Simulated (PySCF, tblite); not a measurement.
**C₅H₇BCl radical: geometry, infrared bands and EPR parameters**

What infrared bands and EPR parameters should C₅H₇BCl radical (`B[C@@H]1[C@H](Cl)[C@@]12[CH]C2`) show?

The runs use tblite 0.8.0 and PySCF 2.14.0, with density-fitted response routines of our own; the level of theory stands in each step. All values are computed, except where a source is named. Atoms are numbered from 0 throughout.

### Step 1. The molecule as given

14 atoms, charge 0, multiplicity 2; geometry from: force field or distance geometry start.

Bonds of the start (Å): B0–C1 1.59, C1–C2 1.52, C2–Cl3 1.77, C2–C4 1.42, C4–C5 1.47, C5–C6 1.53, C4–C1 1.45, C6–C4 1.39, B0–H7 1.18, B0–H8 1.19, C1–H9 1.11, C2–H10 1.13, C5–H11 1.11, C6–H12 1.12, C6–H13 1.11.

### Step 2. Optimising the geometry with GFN2-xTB

What the job is given:

```
{"job": {"kind": "relax", "xc": "GFN2-xTB", "basis": "xTB"}, "charge": 0, "multiplicity": 2}
B      1.913100    -0.796600    -0.143100
C      0.654200    -0.074600    -0.797700
C      0.273800     1.214800    -0.078400
Cl     1.413800     1.730900     1.170700
C     -0.565700     0.072200    -0.027200
C     -1.944900    -0.172400    -0.477500
C     -1.350200    -0.680600     0.834700
H      2.632200    -1.371400    -0.873400
H      2.341100    -0.455600     0.909200
H      0.506600    -0.134000    -1.893300
H     -0.035900     2.069400    -0.745600
H     -2.620600     0.708000    -0.448000
H     -1.275300    -1.799700     0.848400
H     -1.942700    -0.310800     1.698900
```

Started as:

```console
$ OMP_NUM_THREADS=1 python probes_run.py task.json out
```

The driver reads the jobs from task.json and runs them one after another.

**Question.** This job is followed by: GFN2-xTB harmonic vibrations, gas phase; UKS B3LYP, pcH-1 on B C Cl H, non-relativistic, mean-field spin-orbit, GIAO. Predict these results of the whole session: strongest single infrared mode (GFN2-xTB); zero-point energy (GFN2-xTB); g(iso) (B3LYP); ⟨S²⟩; largest a(iso) (averaged by class); potential on the surface of density 0.002 e/bohr³, 1st and 99th percentile.

As calculated:

| quantity | value |
| --- | --- |
| strongest single infrared mode (GFN2-xTB) | 820 cm⁻¹, 127 km/mol |
| zero-point energy (GFN2-xTB) | 62.4 kcal/mol |
| g(iso) (B3LYP) | 2.00245 |
| ⟨S²⟩ | 0.755 (exact 0.75) |
| largest a(iso) (averaged by class) | 13C on C5, 143.3 MHz |
| potential on the surface of density 0.002 e/bohr³, 1st and 99th percentile | -0.65 V and 1.26 V |

Relaxing lowered the energy by 1.262 eV in 51 steps; the close pair that moved most is C4–C6, from 1.387 to 1.503 Å. No mode is imaginary among the 36: a minimum at this level. The strongest single mode, at 820 cm⁻¹, is spread over several atoms, H8, H7, B0 among them. GFN2-xTB is a fitted tight-binding method: band positions and strengths are rough. Its intensities can rank the bands wrongly. C5 carries the largest spin population, 0.92 e. The isotropic g lies 0.1 ppt above the free-electron value. These values are for one conformer; the search (at its own cheap level) found 1 more, at 0.46 kcal/mol, and measured spectra average over such forms.
